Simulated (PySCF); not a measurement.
# Solver options tried on SeF

Do solver options change the result for SeF, or only the number of cycles?

Computed with PySCF 2.14.0. Level: method and basis as typed in the scripts.

2 further runs of the same task are left out: 2 that didn't finish.

**1. The system as given**

SeF: 2 atoms, charge 0, spin multiplicity 2.

Bond lengths: Se1–F2 1.557 Å.

**2. The run that the others are compared with**

Contents of input.py:

```python
from pyscf import gto, scf

mol = gto.M(
    atom='Se 0 0 0; F 0 0 1.557',
    basis='cc-pvdz',
    charge=0,
    spin=1,
    verbose=4,
)
mf = scf.UHF(mol)
mf.kernel()
mf.nuc_grad_method().kernel()
mf.dip_moment()
print('orbital energies (hartree):', [e[max(0, n-3):n+3].round(4) for e, n in zip(mf.mo_energy, mol.nelec)])
```

Started as:

```bash
$ python input.py
```

The log of this run is left out.

It gives: E(SCF) = -2499.177248 Eh, 11 cycles, ⟨S²⟩ = 0.759, μ = 1.15 D, gradient on the second atom -0.1901 Eh/bohr.

The bond length is a typed value, not an optimised one.

**3. Initial guess sap**

Edit 1 changes initial guess: minao → sap.

Contents of input.py:

```python
from pyscf import gto, scf

mol = gto.M(
    atom='Se 0 0 0; F 0 0 1.557',
    basis='cc-pvdz',
    charge=0,
    spin=1,
    verbose=4,
)
mf = scf.UHF(mol)
mf.init_guess = 'sap'
mf.kernel()
mf.nuc_grad_method().kernel()
mf.dip_moment()
print('orbital energies (hartree):', [e[max(0, n-3):n+3].round(4) for e, n in zip(mf.mo_energy, mol.nelec)])
```

Started as:

```bash
$ python input.py
```

**4. Initial guess 1e**

Edit 2 changes initial guess: minao → 1e.

Edit input.py of step 2 so:

```diff
@@ -10,2 +10,3 @@
 mf = scf.UHF(mol)
+mf.init_guess = '1e'
 mf.kernel()
```

**5. Second-order solver on**

Edit 3 changes second-order solver: off → on.

Edit input.py of step 2 so:

```diff
@@ -10,2 +10,3 @@
 mf = scf.UHF(mol)
+mf = mf.newton()
 mf.kernel()
```

**6. DIIS space off**

Edit 4 changes DIIS space: default → off.

Edit input.py of step 2 so:

```diff
@@ -10,2 +10,3 @@
 mf = scf.UHF(mol)
+mf.diis = False
 mf.kernel()
```

**Question.** What will these runs give? Wanted: for each run, E(SCF); from base; gap, α spin; SCF dipole.

The runs gave:

| run | E(SCF) (hartree) | from base (eV) | cycles | gap, α spin (eV) | SCF dipole (D) |
| --- | --- | --- | --- | --- | --- |
| base | -2499.177248 | 0 | 11 | 13.27 | 1.15 |
| initial guess sap | -2499.177248 | 0.0000 | 11 | 13.27 | 1.15 |
| initial guess 1e | -2499.177248 | 0.0000 | 13 | 13.27 | 1.15 |
| second-order solver on | -2499.177248 | 0.0000 | 3 macro | 13.27 | 1.15 |
| DIIS space off | -2499.177248 | 0.0000 | 22 | 13.27 | 1.15 |

Distance from each run's final energy (log10 hartree) by cycle:

| run | cycle 1 | cycle 2 | cycle 3 | cycle 5 | cycle 8 | cycle 12 |
| --- | --- | --- | --- | --- | --- | --- |
| base | -1.6 | -2.3 | -3.2 | -4.7 | -7.5 | done |
| initial guess sap | -1.1 | -1.7 | -3.1 | -4.4 | -7.3 | done |
| initial guess 1e | 0.4 | 0.2 | -0.9 | -2.6 | -6.1 | -9.5 |
| second-order solver on | -7.3 | < -11 | < -11 | done | done | done |
| DIIS space off | -1.6 | -2.3 | -2.8 | -3.5 | -4.6 | -6.1 |

What this shows: No change of the SCF energy comes from initial guess sap or initial guess 1e or second-order solver on or DIIS space off. The base needs 11 cycles and the run with DIIS space off needs 22.
